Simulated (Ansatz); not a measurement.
# MgC2 (P1) in Ansatz: convergence with smearing width

Aim: find how far smearing width must go before the results for MgC2 settle, at r2SCAN. This setting moves, with any that are tied to it; all else stays.

Everything below comes from runs of Ansatz 0.2.0. Logs are shortened: lines on timing, memory, paths and dates and some standing lists are left out, and cuts for length are marked.

**1. The cell of the first run**

The typed cell holds 6 atoms: a = 3.951 Å, b = 3.951 Å, c = 4.987 Å, α = 90.00°, β = 90.00°, γ = 90.00°.

The cell comes from a database or a generator and needn't be the stable form of this composition.

The cell isn't the ideal one: atoms moved at random, drawn with an rms of 0.05 Å.

**2. With smearing width 0.3 eV**

input.yaml

```yaml
crystal:
  lattice:
    - [3.950777, 0.0, 0.0]
    - [0.0, 3.950777, 0.0]
    - [0.0, 0.0, 4.987089]
  atoms:
    - { symbol: Mg, position: [-0.008895, -0.004346, 0.49239] }
    - { symbol: Mg, position: [0.503363, 0.510016, -0.005183] }
    - { symbol: C, position: [0.387627, 0.606695, 0.508715] }
    - { symbol: C, position: [0.117685, 0.120963, -1.0e-06] }
    - { symbol: C, position: [0.613053, 0.385696, 0.49721] }
    - { symbol: C, position: [0.877076, 0.883481, 0.004565] }
hamiltonian:
  xc: r2scan
  pseudopotentials: { kind: nc, accuracy: standard }
kpoints:
  mp_grid: { grid: [5, 5, 4] }
scf:
  occupations: { method: gaussian, width: 0.3 }
output:
  forces: true
  stress: true
  eigenvalues: true
```

Potentials or basis: PseudoDojo standard (PBE files).

Command:

```console
$ ansatz run input.yaml --threads 2 --pin off --max-ram 5632MiB --backend cpu --events-out ev --progress --plain --runs-dir out
```

Wall time 37 s (2 threads of Arm Neoverse V2, shared host); peak memory 0.8 GiB.

Results:

* Free energy: -3893.4977 eV
* Pressure: -4.1 GPa
* Largest force: 5.897 eV/Å
* Band gap on the k mesh: 2.50 eV, indirect (least direct gap 2.68 eV)

**3. With smearing width 0.2 eV**

Changes to input.yaml since step 2:

```diff
@@ -18,3 +18,3 @@
 scf:
-  occupations: { method: gaussian, width: 0.3 }
+  occupations: { method: gaussian, width: 0.2 }
 output:
```

Potentials or basis: PseudoDojo standard (PBE files).

Command:

```console
$ ansatz run input.yaml --threads 2 --pin off --max-ram 5632MiB --backend cpu --events-out ev --progress --plain --runs-dir out
```

Run time: 37 s. Hardware: 2 threads of Arm Neoverse V2, shared host; peak memory 0.8 GiB.

Results:

```yaml
Free_energy: -3893.4977 eV
Pressure: -4.1 GPa
Largest_force: 5.897 eV/Å
Band_gap_on_the_k_mesh: 2.50 eV, indirect (least direct gap 2.68 eV)
```

**4. With smearing width 0.15 eV**

Changes to input.yaml since step 3:

```diff
@@ -18,3 +18,3 @@
 scf:
-  occupations: { method: gaussian, width: 0.2 }
+  occupations: { method: gaussian, width: 0.15 }
 output:
```

Command:

```console
$ ansatz run input.yaml --threads 2 --pin off --max-ram 5632MiB --backend cpu --events-out ev --progress --plain --runs-dir out
```

It took 38 s on 2 threads of Arm Neoverse V2, shared host; peak memory 0.8 GiB.

What came out:

```yaml
Free_energy: -3893.4977 eV
Pressure: -4.1 GPa
Largest_force: 5.897 eV/Å
Band_gap_on_the_k_mesh: 2.50 eV, indirect (least direct gap 2.68 eV)
```

**5. With smearing width 0.1 eV**

Changes to input.yaml since step 4:

```diff
@@ -18,3 +18,3 @@
 scf:
-  occupations: { method: gaussian, width: 0.15 }
+  occupations: { method: gaussian, width: 0.1 }
 output:
```

Command:

```console
$ ansatz run input.yaml --threads 2 --pin off --max-ram 5632MiB --backend cpu --events-out ev --progress --plain --runs-dir out
```

Run time: 38 s. Hardware: 2 threads of Arm Neoverse V2, shared host; peak memory 0.8 GiB.

What came out:

```yaml
Free_energy: -3893.4977 eV
Pressure: -4.1 GPa
Largest_force: 5.897 eV/Å
Band_gap_on_the_k_mesh: 2.50 eV, indirect (least direct gap 2.68 eV)
```

**6. With smearing width 0.05 eV**

Changes to input.yaml since step 5:

```diff
@@ -18,3 +18,3 @@
 scf:
-  occupations: { method: gaussian, width: 0.1 }
+  occupations: { method: gaussian, width: 0.05 }
 output:
```

Potentials or basis: PseudoDojo standard (PBE files).

Command:

```console
$ ansatz run input.yaml --threads 2 --pin off --max-ram 5632MiB --backend cpu --events-out ev --progress --plain --runs-dir out
```

Run time: 38 s. Hardware: 2 threads of Arm Neoverse V2, shared host; peak memory 0.8 GiB.

It converged, with:

- Free energy: -3893.4977 eV
- Pressure: -4.1 GPa
- Largest force: 5.897 eV/Å
- Band gap on the k mesh: 2.50 eV, indirect (least direct gap 2.68 eV)

**7. With smearing width 0.025 eV**

Changes to input.yaml since step 6:

```diff
@@ -18,3 +18,3 @@
 scf:
-  occupations: { method: gaussian, width: 0.05 }
+  occupations: { method: gaussian, width: 0.025 }
 output:
```

Command:

```console
$ ansatz run input.yaml --threads 2 --pin off --max-ram 5632MiB --backend cpu --events-out ev --progress --plain --runs-dir out
```

Run time: 38 s. Hardware: 2 threads of Arm Neoverse V2, shared host; peak memory 0.8 GiB.

The run converged. Its results:

```
Free energy            : -3893.4977 eV
Pressure               : -4.1 GPa
Largest force          : 5.897 eV/Å
Band gap on the k mesh : 2.50 eV, indirect (least direct gap 2.68 eV)
```

**8. With smearing width 0.01 eV**

Changes to input.yaml since step 7:

```diff
@@ -18,3 +18,3 @@
 scf:
-  occupations: { method: gaussian, width: 0.025 }
+  occupations: { method: gaussian, width: 0.01 }
 output:
```

Command:

```console
$ ansatz run input.yaml --threads 2 --pin off --max-ram 5632MiB --backend cpu --events-out ev --progress --plain --runs-dir out
```

It took 38 s on 2 threads of Arm Neoverse V2, shared host; peak memory 0.8 GiB.

Results (log left out):

| Item | Value |
| --- | --- |
| Free energy | -3893.4977 eV |
| Pressure | -4.1 GPa |
| Largest force | 5.897 eV/Å |
| Band gap on the k mesh | 2.50 eV, indirect (least direct gap 2.68 eV) |

**9. With smearing width 0.005 eV**

Changes to input.yaml since step 8:

```diff
@@ -18,3 +18,3 @@
 scf:
-  occupations: { method: gaussian, width: 0.01 }
+  occupations: { method: gaussian, width: 0.005 }
 output:
```

Potentials or basis: PseudoDojo standard (PBE files).

Command:

```console
$ ansatz run input.yaml --threads 2 --pin off --max-ram 5632MiB --backend cpu --events-out ev --progress --plain --runs-dir out
```

Output:

```text
Warning: hamiltonian.xc reads the kinetic-energy density τ on the library's norm-conserving files, and those of Mg, C were made for PBE. This build holds files of Mg, C that were made for r²SCAN, which a deck under this functional can read where it names no table (hamiltonian.pseudopotentials.accuracy or source), types no xc_functional and has no exact exchange, max_exx_coeff or level of output.embedding that keeps them out. To compare such runs, type hamiltonian.pseudopotentials: {kind: paw, frozen_core: stored} on both or, where PAW refuses one, {kind: nc, accuracy: standard}
Warning: RAYON_NUM_THREADS=2 ignored (pool sized by the plan → 2); use --threads N
Engine: ansatz 0.2.0, aarch64-unknown-linux-gnu
Pseudopotentials: kind: nc
Pseudopotential: Mg, nc, valence charge 10, recommended cutoff 1142.878222 eV (normal), Mg.nc.azcp (PseudoDojo's, or run here from an input of PseudoDojo's; its table is named by hamiltonian.pseudopotentials.accuracy)
Pseudopotential: C, nc, valence charge 4, recommended cutoff 1115.666836 eV (normal), C.nc.azcp (PseudoDojo's, or run here from an input of PseudoDojo's; its table is named by hamiltonian.pseudopotentials.accuracy)
Functional definition: r2SCAN
  parameter k0 = 0.174
  parameter k1 = 0.065
  parameter a1 = 4.9479
  exchange = r2scan_x(k0 = k0, k1 = k1, a1 = a1)
  correlation = r2scan_c
Crystal: 6 atoms, lattice volume = 77.842 Å³
Basis set: ecut = 1142.878222 eV, 6807 PW (Γ), exchange–correlation on 180×180×240 points (64 copies of the dense FFT grid, shifted against one another)
Bands: 24, of which v1, the nominal top of the filled ones, is band 18 counted from 1 (17 counted from 0)
Symmetry: 1 space group operations
Space group: P1 (ITA 1), of the structure as read, at distance tolerance 4.3e-5 Å
k-points: 51 of 100 (time reversal used)
Non-local potential: Mg, projectors of the file, l = 0: 2, l = 1: 2
Non-local potential: C, projectors of the file, l = 0: 2, l = 1: 2
Initial density: superposition of atomic densities (chi_scale 0.1, normalization cell, long waves kept (reshape's long-wave potential 0.00 eV rms))
Initial wavefunctions: pseudopotential atomic-orbital guess
Functional: x = r2scan, c = r2scan; τ floored in thin density (d = 2e-4 eV/Å³)
SCF iter   1: F=—  HF=-3895.447389 eV  |F-HF|=—  |Δ(HF+E_count)|=         —  Δρ=1.01e-1  dr2=6.92e0  dr2_τ=3.89e0  ethr=3.10e-3  ⟨swp⟩=6.6  Hψ=6483  notcnv=0
preconditioner: auto → Resta (q_TF=auto, 2.399 Å⁻¹)  ε∞=3.6  [insulator: Δε(μ)=3.186 eV  Ē_g=11.602 eV  σ=0.005 eV  W_gap=1.00  n_scr=18 (ndim 8)  ℏωp=18.8 eV  f_vac=0.000  D(μ)=0.00/eV (n_scr^D=0)  ε∞_Penn≈3.6]
[... 17 lines left out ...]
  E_band       = -759.768149
  E_kinetic    = 2274.665279
  E_local      = -3756.521694  (includes V_loc(G=0)·N_el)
  E_nonlocal   = -998.428947
  E_hartree    = 1286.204908
  E_xc         = -668.550859
  E_vxc        = -923.240781  (∫ρ·V_xc dr)
  E_vtau       = 71.351912  (kinetic-family band-sum trace: ∫τ·v_τ [+ j·A + Jᵃ·Aᵃ] dr)
  E_ewald      = -2030.866345
  E_smearing   = -0.000000  (= −TS)
  E_closure    = 0.000000  (closes the sum)
  Σ components = -3893.497657   (vs F -3893.497657, Δ=0.00e0)
--- Forces (eV/Å), atoms counted from 1 ---
  atom   1  Mg     0.20063644    -0.19103127     0.10317002
  atom   2  Mg    -0.42678358    -0.43005399     0.04515569
  atom   3  C     -0.23354175     0.32165241    -0.19520891
  atom   4  C     -3.81811980    -3.76161192     0.11847190
  atom   5  C      0.06217690    -0.05966251     0.09470804
  atom   6  C      4.21550413     4.12075999    -0.16628929
  max |Σ_I F_I| component: 1.28e-4 eV/Å
--- Stress (GPa, compression-positive) ---
       -5.995408      -6.093313      -0.324367
       -6.093313      -5.983089       0.504470
       -0.324367       0.504470      -0.393510
  P = ⅓ Tr σ = -4.1240 GPa (-41.240 kbar)
--- Band table (eV; the first three rows and the last of 51) ---
  k-point 0: bands = ["-73.1229", "-73.0652", "-37.9750", "-37.9274", "-37.9198", "-37.8757", "-37.7695", "-37.7208", "-10.0305", "-9.0228", "-0.1045", "0.2271", "0.4143", "0.8978", "2.3671", "3.3298", "3.5113", "3.6987", "6.3767", "9.1031", "9.1891", "9.7933", "11.6285"]
  k-point 1: bands = ["-73.1229", "-73.0652", "-37.9750", "-37.9275", "-37.9198", "-37.8758", "-37.7695", "-37.7208", "-9.9141", "-9.1405", "-0.0541", "0.1103", "0.4297", "0.6086", "2.8496", "3.1664", "3.5331", "3.6328", "6.6495", "8.5726", "9.2915", "9.8858", "12.1657"]
  k-point 2: bands = ["-73.1229", "-73.0652", "-37.9750", "-37.9275", "-37.9198", "-37.8759", "-37.7695", "-37.7208", "-9.7383", "-9.3181", "-0.0020", "0.1567", "0.1912", "0.5009", "3.0035", "3.3617", "3.3995", "3.6144", "7.2029", "7.7779", "9.4038", "9.9726", "13.6834"]
  k-point 50: bands = ["-73.1229", "-73.0652", "-37.9757", "-37.9274", "-37.9204", "-37.8757", "-37.7703", "-37.7216", "-9.5544", "-9.0547", "-1.3779", "-1.1446", "0.7632", "1.7292", "2.3265", "2.6253", "3.3047", "3.4880", "8.4047", "8.7870", "9.9011", "10.8026", "11.9172"]
```

Run time: 38 s. Hardware: 2 threads of Arm Neoverse V2, shared host; peak memory 0.8 GiB.

What came out:

```yaml
Free_energy: -3893.4977 eV
Pressure: -4.1 GPa
Largest_force: 5.897 eV/Å
Band_gap_on_the_k_mesh: 2.50 eV, indirect (least direct gap 2.68 eV)
```

**10. Summary**

```tsv
smearing width	energy less the tightest run, at zero smearing (meV/atom)	SCF cycles	CPU time (s)	peak memory (GiB)
0.3 eV	0.00	9	75	0.8
0.2 eV	0.00	9	75	0.8
0.15 eV	0.00	9	75	0.8
0.1 eV	0.00	9	76	0.8
0.05 eV	0.00	9	75	0.8
0.025 eV	0.00	9	76	0.8
0.01 eV	0.00	9	76	0.8
0.005 eV	0.00	9	76	0.8
```

Against the tightest run, the energy stays within 1 meV/atom from 0.3 eV on. The tightest run that finished is the yardstick and may itself not be fully converged.

Caveats: the meta-GGA runs on potentials made for a GGA; odd divisions of the mesh miss points on the zone boundary, where band edges often lie, so the gap on the mesh can be too wide; the potentials were made for another functional, which shifts forces and pressure.
